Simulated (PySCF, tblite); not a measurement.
# C3H5FO3S: dynamics, then NMR shifts on frames, part 2 of 2

tblite 0.8.0 and PySCF 2.14.0. Atoms count from 0. The steps go on from the part before.

## (5) Nuclear shieldings: 625 fs, PBE0/pcSseg-1

Job settings and geometry (Å):

```
{"job": {"kind": "nmr", "xc": "PBE0", "basis": "pcSseg-1", "pop": false}, "charge": 0, "multiplicity": 1}
O      1.452700     0.558600     0.035500
S      0.824300    -0.734500     0.005100
O      1.452500    -1.822400    -0.648100
O      0.498300    -1.074100     1.539400
C     -0.832100    -0.568500    -0.711700
C     -1.824800     0.538100    -0.255900
C     -2.029800    -0.843400     0.245100
F     -3.112000    -1.531600    -0.199400
H      0.809300    -1.992500     1.814000
H     -0.880900    -1.057700    -1.663800
H     -2.484600     0.941800    -1.005400
H     -1.493800     1.225800     0.466400
H     -1.815400    -1.126600     1.254000
```

With the program's defaults for keys left out, this is: GIAO PBE0/pcSseg-1 NMR shielding, non-relativistic, gas phase.

Log:

```text
coarse grid: 12328 points
cycle   1  E = -839.8801792365  dE =  2.084e+00  |g| = 1.275e+00  |ddm| = 3.559e+00
cycle   2  E = -839.2802933195  dE =  5.999e-01  |g| = 2.235e+00  |ddm| = 2.596e+00
cycle   3  E = -840.1509994705  dE = -8.707e-01  |g| = 2.703e-01  |ddm| = 1.863e+00
cycle   4  E = -840.1635818528  dE = -1.258e-02  |g| = 1.016e-01  |ddm| = 2.552e-01
cycle   5  E = -840.1651777472  dE = -1.596e-03  |g| = 3.080e-02  |ddm| = 7.494e-02
cycle   6  E = -840.1653620180  dE = -1.843e-04  |g| = 9.452e-03  |ddm| = 2.992e-02
cycle   7  E = -840.1653778118  dE = -1.579e-05  |g| = 3.117e-03  |ddm| = 8.152e-03
cycle   8  E = -840.1653794221  dE = -1.610e-06  |g| = 8.664e-04  |ddm| = 2.547e-03
final grid: 117464 points
cycle   9  E = -840.2525125670  dE = -3.573e-05  |g| = 1.145e-02  |ddm| = 2.728e-02
cycle  10  E = -840.2524818072  dE =  3.076e-05  |g| = 1.701e-02  |ddm| = 2.212e-02
cycle  11  E = -840.2525378123  dE = -5.601e-05  |g| = 1.858e-03  |ddm| = 1.355e-02
cycle  12  E = -840.2525384244  dE = -6.121e-07  |g| = 4.318e-04  |ddm| = 1.704e-03
cycle  13  E = -840.2525384522  dE = -2.774e-08  |g| = 1.999e-04  |ddm| = 4.105e-04
cycle  14  E = -840.2525384591  dE = -6.920e-09  |g| = 3.898e-05  |ddm| = 1.665e-04
cycle  15  E = -840.2525384593  dE = -2.315e-10  |g| = 1.872e-05  |ddm| = 3.851e-05
converged SCF energy = -840.2525384593

GIAO shielding tensors (ppm)
atom      isotropic    diamagn.    paramagn.     s11        s22        s33       span
  0 O       76.928     401.157    -324.229     42.434     80.691    107.660     65.226
  1 S      193.210    1050.965    -857.756     36.815    154.294    388.521    351.706
  2 O      100.489     398.543    -298.054     60.264    105.599    135.605     75.341
  3 O      132.672     395.057    -262.385     50.008     76.143    271.866    221.859
  4 C      139.528     257.071    -117.543     89.708    108.580    220.297    130.588
  5 C      168.217     250.984     -82.767    144.694    161.767    198.189     53.496
  6 C      104.352     251.936    -147.584     50.878     81.412    180.767    129.889
  7 F      396.084     466.284     -70.200    365.069    387.585    435.598     70.529
  8 H       25.576      27.698      -2.122     20.143     21.307     35.280     15.137
  9 H       28.897      31.207      -2.310     23.659     28.097     34.936     11.277
 10 H       29.823      28.926       0.897     25.164     25.907     38.397     13.232
 11 H       30.853      31.402      -0.549     26.034     28.211     38.314     12.280
 12 H       26.605      31.617      -5.011     21.741     26.505     31.570      9.829
```

Wall time 32 s (1 thread, shared host).

In short: δ C6 82.6, C4 47.4, C5 18.7, O0 259.2, H8 6.14, H12 5.11 ppm.

## (6) Shielding tensors: 800 fs, PBE0/pcSseg-1

Job settings and geometry (Å):

```
{"job": {"kind": "nmr", "xc": "PBE0", "basis": "pcSseg-1", "pop": false}, "charge": 0, "multiplicity": 1}
O      1.149500     0.591400     0.047400
S      0.656200    -0.740200     0.036800
O      1.504400    -1.695600    -0.610600
O      0.268900    -1.179100     1.502500
C     -0.909700    -0.838300    -0.788000
C     -1.629800     0.427400    -1.120400
C     -2.119600    -0.341800    -0.006200
F     -3.358000    -1.058400    -0.138900
H      0.754300    -1.930900     1.861100
H     -0.861000    -1.771100    -1.279600
H     -2.172000     0.419600    -2.082100
H     -1.057000     1.363400    -0.986900
H     -2.078400     0.104700     0.958100
```

With the program's defaults for keys left out, this is: GIAO PBE0/pcSseg-1 NMR shielding, non-relativistic, gas phase.

Log:

```text
coarse grid: 12328 points
cycle   1  E = -839.8691488373  dE =  2.213e+00  |g| = 1.286e+00  |ddm| = 3.565e+00
cycle   2  E = -839.2801725713  dE =  5.890e-01  |g| = 2.238e+00  |ddm| = 2.781e+00
cycle   3  E = -840.1452034143  dE = -8.650e-01  |g| = 2.633e-01  |ddm| = 2.001e+00
cycle   4  E = -840.1572688928  dE = -1.207e-02  |g| = 9.485e-02  |ddm| = 2.566e-01
cycle   5  E = -840.1586818471  dE = -1.413e-03  |g| = 2.479e-02  |ddm| = 6.558e-02
cycle   6  E = -840.1588081115  dE = -1.263e-04  |g| = 6.278e-03  |ddm| = 2.438e-02
cycle   7  E = -840.1588158854  dE = -7.774e-06  |g| = 1.733e-03  |ddm| = 5.769e-03
final grid: 117464 points
cycle   8  E = -840.2455412232  dE = -3.294e-05  |g| = 1.215e-02  |ddm| = 2.795e-02
cycle   9  E = -840.2455066598  dE =  3.456e-05  |g| = 1.821e-02  |ddm| = 2.419e-02
cycle  10  E = -840.2455696209  dE = -6.296e-05  |g| = 1.899e-03  |ddm| = 1.458e-02
cycle  11  E = -840.2455702294  dE = -6.086e-07  |g| = 4.420e-04  |ddm| = 1.851e-03
cycle  12  E = -840.2455702591  dE = -2.965e-08  |g| = 1.857e-04  |ddm| = 4.057e-04
cycle  13  E = -840.2455702649  dE = -5.854e-09  |g| = 3.789e-05  |ddm| = 1.564e-04
cycle  14  E = -840.2455702652  dE = -2.271e-10  |g| = 1.265e-05  |ddm| = 3.619e-05
converged SCF energy = -840.2455702652

GIAO shielding tensors (ppm)
atom      isotropic    diamagn.    paramagn.     s11        s22        s33       span
  0 O      108.433     402.311    -293.878     59.820    107.875    157.604     97.784
  1 S      195.443    1051.951    -856.508     52.486    179.931    353.912    301.426
  2 O       93.526     399.139    -305.612     57.140    101.613    121.826     64.685
  3 O      146.823     395.011    -248.188     64.580     93.863    282.025    217.445
  4 C      144.434     261.448    -117.014     94.454    113.213    225.635    131.180
  5 C      166.015     251.738     -85.723    141.073    163.402    193.570     52.497
  6 C      103.807     250.989    -147.182     43.214     75.673    192.533    149.319
  7 F      371.727     466.978     -95.250    314.391    359.540    441.251    126.861
  8 H       26.274      29.687      -3.413     20.433     21.556     36.834     16.401
  9 H       28.506      32.115      -3.609     22.757     28.606     34.155     11.398
 10 H       28.967      27.612       1.355     24.293     25.369     37.240     12.947
 11 H       29.076      29.455      -0.379     23.754     27.331     36.141     12.387
 12 H       26.749      30.794      -4.044     22.701     27.214     30.333      7.632
```

It took 31 s on 1 thread, shared host.

In short: δ C6 83.1, C4 42.5, C5 20.9, O2 242.6, H8 5.44, H12 4.97 ppm.

## (7) NMR shieldings: 1000 fs, PBE0/pcSseg-1

Job settings and geometry (Å):

```
{"job": {"kind": "nmr", "xc": "PBE0", "basis": "pcSseg-1", "pop": false}, "charge": 0, "multiplicity": 1}
O      0.843300     0.474400     0.010800
S      0.504100    -0.933400     0.075600
O      1.397900    -1.908400    -0.415200
O      0.218400    -1.409200     1.617400
C     -1.216000    -1.352400    -0.369300
C     -1.866800    -0.428400    -1.362200
C     -2.258700    -0.438100     0.102500
F     -3.392700    -0.950900     0.568200
H      0.934400    -1.317900     2.252100
H     -1.182900    -2.430600    -0.407300
H     -2.498300    -0.884700    -2.121500
H     -1.338900     0.536100    -1.647700
H     -2.002000     0.365300     0.757500
```

Method: GIAO PBE0/pcSseg-1 NMR shielding, non-relativistic, gas phase.

Log:

```text
coarse grid: 12328 points
cycle   1  E = -839.8848053109  dE =  2.143e+00  |g| = 1.265e+00  |ddm| = 3.566e+00
cycle   2  E = -839.3603066491  dE =  5.245e-01  |g| = 2.141e+00  |ddm| = 2.566e+00
cycle   3  E = -840.1504385278  dE = -7.901e-01  |g| = 2.571e-01  |ddm| = 1.823e+00
cycle   4  E = -840.1620096363  dE = -1.157e-02  |g| = 9.593e-02  |ddm| = 2.623e-01
cycle   5  E = -840.1634829028  dE = -1.473e-03  |g| = 2.854e-02  |ddm| = 7.559e-02
cycle   6  E = -840.1636388947  dE = -1.560e-04  |g| = 8.619e-03  |ddm| = 2.811e-02
cycle   7  E = -840.1636514008  dE = -1.251e-05  |g| = 3.146e-03  |ddm| = 7.773e-03
cycle   8  E = -840.1636530728  dE = -1.672e-06  |g| = 8.090e-04  |ddm| = 2.652e-03
final grid: 117464 points
cycle   9  E = -840.2492997848  dE = -2.972e-05  |g| = 1.086e-02  |ddm| = 2.565e-02
cycle  10  E = -840.2492717166  dE =  2.807e-05  |g| = 1.606e-02  |ddm| = 2.215e-02
cycle  11  E = -840.2493231905  dE = -5.147e-05  |g| = 2.002e-03  |ddm| = 1.353e-02
cycle  12  E = -840.2493239012  dE = -7.107e-07  |g| = 4.202e-04  |ddm| = 1.783e-03
cycle  13  E = -840.2493239266  dE = -2.542e-08  |g| = 1.981e-04  |ddm| = 4.283e-04
cycle  14  E = -840.2493239334  dE = -6.789e-09  |g| = 4.475e-05  |ddm| = 1.688e-04
cycle  15  E = -840.2493239337  dE = -2.874e-10  |g| = 2.106e-05  |ddm| = 4.431e-05
converged SCF energy = -840.2493239337

GIAO shielding tensors (ppm)
atom      isotropic    diamagn.    paramagn.     s11        s22        s33       span
  0 O       97.603     402.827    -305.224     49.084     93.051    150.674    101.590
  1 S      169.714    1051.025    -881.311     36.602    120.604    351.936    315.334
  2 O       95.934     397.946    -302.012     72.199     75.329    140.275     68.076
  3 O      128.013     395.498    -267.485     21.527     93.105    269.407    247.880
  4 C      134.677     263.727    -129.050     84.877    114.903    204.251    119.374
  5 C      173.118     254.489     -81.371    148.190    161.785    209.379     61.189
  6 C      115.518     248.687    -133.169     59.617     93.119    193.817    134.200
  7 F      420.569     463.640     -43.071    383.818    412.956    464.932     81.114
  8 H       26.751      31.559      -4.808     21.055     22.045     37.154     16.098
  9 H       27.680      31.110      -3.430     23.223     27.375     32.442      9.219
 10 H       29.647      28.080       1.567     24.553     26.142     38.245     13.692
 11 H       29.017      28.737       0.280     23.658     26.873     36.520     12.861
 12 H       27.065      30.633      -3.568     21.978     27.982     31.234      9.257
```

Run time: 32 s. Hardware: 1 thread, shared host.

Key values: δ C6 71.4, C4 52.2, C5 13.8, O2 240.1, H8 4.97, H12 4.65 ppm.

## (8) Side by side: NMR shifts

Shifts (ppm) of some atoms, chosen among heavy atoms and hydrogens apart, with basis size and wall time:

```
  frame    C6   H10    H11     O0     O3   S1      F7  functions  time
 250 fs  70.2  0.75  -0.79  235.6  215.8  306  -233.5        168  39 s
 425 fs  75.8  1.51   2.90  240.7  198.9  293  -235.6        168  31 s
 625 fs  82.6  1.89   0.86  259.2  203.4  311  -225.1        168  32 s
 800 fs  83.1  2.75   2.64  227.6  189.3  308  -200.8        168  31 s
1000 fs  71.4  2.07   2.70  238.5  208.1  334  -249.6        168  32 s
```

## (9) Summary of results

What follows sums up all 2 parts.

| quantity | value |
| --- | --- |
| thermostat | 300 K |
| mean temperature, second half | 245 K |
| mean potential energy above the minimum | 0.31 eV |
| 13C shifts against TMS (PBE0/pcSseg-1, 250 fs) | 70.2, 54.9, 11.8 ppm |
| 1H shifts against TMS (PBE0/pcSseg-1, 250 fs) | 5.77, 5.14, 4.21, 0.75, -0.79 ppm |
| 17O shifts against H2O (PBE0/pcSseg-1, 250 fs) | 242.1, 235.6, 215.8 ppm |
| 33S shifts against CS2 (PBE0/pcSseg-1, 250 fs) | 306 ppm |
| 19F shifts against CFCl3 (PBE0/pcSseg-1, 250 fs) | -233.5 ppm |
| surface potential, 1st and 99th percentile | -1.46 V and 2.90 V |
| range of the shift of F7 | -249.6 to -200.8 ppm |

In the second half the potential energy averages 0.31 eV above the minimum; equipartition over 33 harmonic modes at 300 K would give 0.43 eV. With 13 atoms the temperature swings widely (131 to 388 K). Shifts at one fixed geometry are not the observed spectrum, which averages over the motion. In the first frame run (250 fs): Shielding is most anisotropic at S1 (span 333 ppm, paramagnetic term -852 ppm). Across the 5 runs the shift of F7 moves most, between -249.6 (1000 fs) and -200.8 ppm (800 fs).
